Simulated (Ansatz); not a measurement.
# C₂H₁₀ClGeNSi: taking an electron away

The task here is to estimate one member of a computed series from the others.

The runs use Ansatz 0.2.0, Gaussian basis; unrestricted cation, the program's frozen cores in correlated methods.

Levels to be run: UKS PBE-D4/def2-TZVPP; UKS r2SCAN-D4/def2-TZVPP; UKS PBE0-D4/def2-TZVPP; UKS B3LYP-D4/def2-TZVPP; UKS wB97X-V/def2-TZVPP; UKS wB97M-V/def2-TZVPP; UKS B2PLYP/def2-TZVPP; UHF-CCSD(T)/def2-TZVPP; UHF-MP2/def2-QZVPP; extrapolation to the limit; then −ε(HOMO) from the neutral's earlier runs with LDA (SPW92), PBE-D4, revPBE-D4, BLYP-D4, r2SCAN-D4, B97M-V, PBE0-D4, B3LYP-D4, r2SCANh-D4, r2SCAN0-D4, HSE06-D4, BHLYP-D4, CAM-B3LYP-D4, LC-ωPBE, ωB97X-V, ωB97M-V.

**The relaxed structure**

All runs share one geometry, relaxed beforehand with PBE0-D4 in a triple-zeta def2 set.

SMILES `CC[N]([GeH3])[SiH2]Cl`, 16 atoms, charge 0, spin multiplicity 1.

Atoms are counted from 1 here; the program's logs count them from 0.

Bond lengths: C1–C2 1.519 Å, C1–H7 1.093 Å, C1–H8 1.093 Å, C1–H9 1.092 Å, C2–N3 1.464 Å, C2–H10 1.096 Å, C2–H11 1.097 Å, N3–Ge4 1.851 Å, N3–Si5 1.700 Å, Ge4–H12 1.533 Å, Ge4–H13 1.540 Å, Ge4–H14 1.539 Å, Si5–Cl6 2.075 Å, Si5–H15 1.479 Å, Si5–H16 1.482 Å. Angles: C2–C1–H7 110.4°, C2–C1–H8 111.4°, C2–C1–H9 110.8°, H7–C1–H8 107.7°, H7–C1–H9 108.5°, H8–C1–H9 107.8°, C1–C2–N3 114.1°, C1–C2–H10 109.4°, C1–C2–H11 109.7°, N3–C2–H10 108.4°, N3–C2–H11 109.0°, H10–C2–H11 105.9°, C2–N3–Ge4 116.8°, C2–N3–Si5 119.5°, Ge4–N3–Si5 122.9°, N3–Ge4–H12 107.2°, N3–Ge4–H13 111.9°, N3–Ge4–H14 106.4° and more.

The first run:

Input file in.yaml:

```yaml
crystal:
  periodic: [false, false, false]
  atoms:
    - {symbol: C, position_ang: [-0.685614, -1.792012, -0.371294]}
    - {symbol: C, position_ang: [0.412791, -1.055389, 0.375134]}
    - {symbol: N, position_ang: [0.359491, 0.401239, 0.234473]}
    - {symbol: Ge, position_ang: [0.891797, 1.103228, -1.393158]}
    - {symbol: Si, position_ang: [-0.406166, 1.329938, 1.434655]}
    - {symbol: Cl, position_ang: [-2.478541, 1.290945, 1.344002]}
    - {symbol: H, position_ang: [-0.594877, -2.870197, -0.217054]}
    - {symbol: H, position_ang: [-0.631487, -1.603620, -1.446571]}
    - {symbol: H, position_ang: [-1.671064, -1.474093, -0.025349]}
    - {symbol: H, position_ang: [0.356387, -1.302256, 1.441800]}
    - {symbol: H, position_ang: [1.393667, -1.410576, 0.035786]}
    - {symbol: H, position_ang: [1.041480, 2.617238, -1.206819]}
    - {symbol: H, position_ang: [-0.128045, 0.805697, -2.507839]}
    - {symbol: H, position_ang: [2.231630, 0.430041, -1.739325]}
    - {symbol: H, position_ang: [-0.017934, 2.747521, 1.271071]}
    - {symbol: H, position_ang: [-0.073495, 0.782285, 2.770509]}
basis:
  gaussian: {orbitals: def2-TZVPP}
total_charge: 1
magnetization: {spin_polarized: true, initial_magnetization: 1}
hamiltonian: {xc: pbe, dispersion: d4}
```

Steps of the session up to this table: Cation, UKS PBE-D4/def2-TZVPP; Cation, UKS r2SCAN-D4/def2-TZVPP; Cation, UKS PBE0-D4/def2-TZVPP; Cation, UKS B3LYP-D4/def2-TZVPP; Cation, UKS wB97X-V/def2-TZVPP; Cation, UKS wB97M-V/def2-TZVPP; Cation, UKS B2PLYP (frozen core)/def2-TZVPP; Cation, UHF-CCSD(T)/def2-TZVPP; Cation, UHF-MP2/def2-QZVPP.

One of the session's tables, all rows but one given; the rest of the session is left out.

It belongs to the step «Ionisation energies side by side». Orbital estimates, from the neutral's runs:

```
  functional  −ε(HOMO) (eV)
 LDA (SPW92)           6.10
      PBE-D4           5.97
   revPBE-D4           5.91
     BLYP-D4           5.83
   r2SCAN-D4           6.23
      B97M-V           6.40
     PBE0-D4           7.26
    B3LYP-D4              ?
  r2SCANh-D4           6.71
  r2SCAN0-D4           7.44
    HSE06-D4           6.86
    BHLYP-D4           8.47
CAM-B3LYP-D4           8.60
     LC-ωPBE           9.94
     ωB97X-V           9.61
     ωB97M-V           9.52
```

Q: Estimate the row for B3LYP-D4 from the others.

Worked estimate for «−ε(HOMO) (eV)». Against the share of exact exchange, BLYP-D4 (0, 5.83), BHLYP-D4 (0.5, 8.47) give a slope of 5.28 per unit share; at 0.2 the line stands at 6.89.

As computed: −ε(HOMO) (eV): 7.03. In «−ε(HOMO) (eV)» the line misses by -0.14.

Caveats from the session: The cation may have settled in a state other than its lowest; no search over hole states beyond the program's own was made.
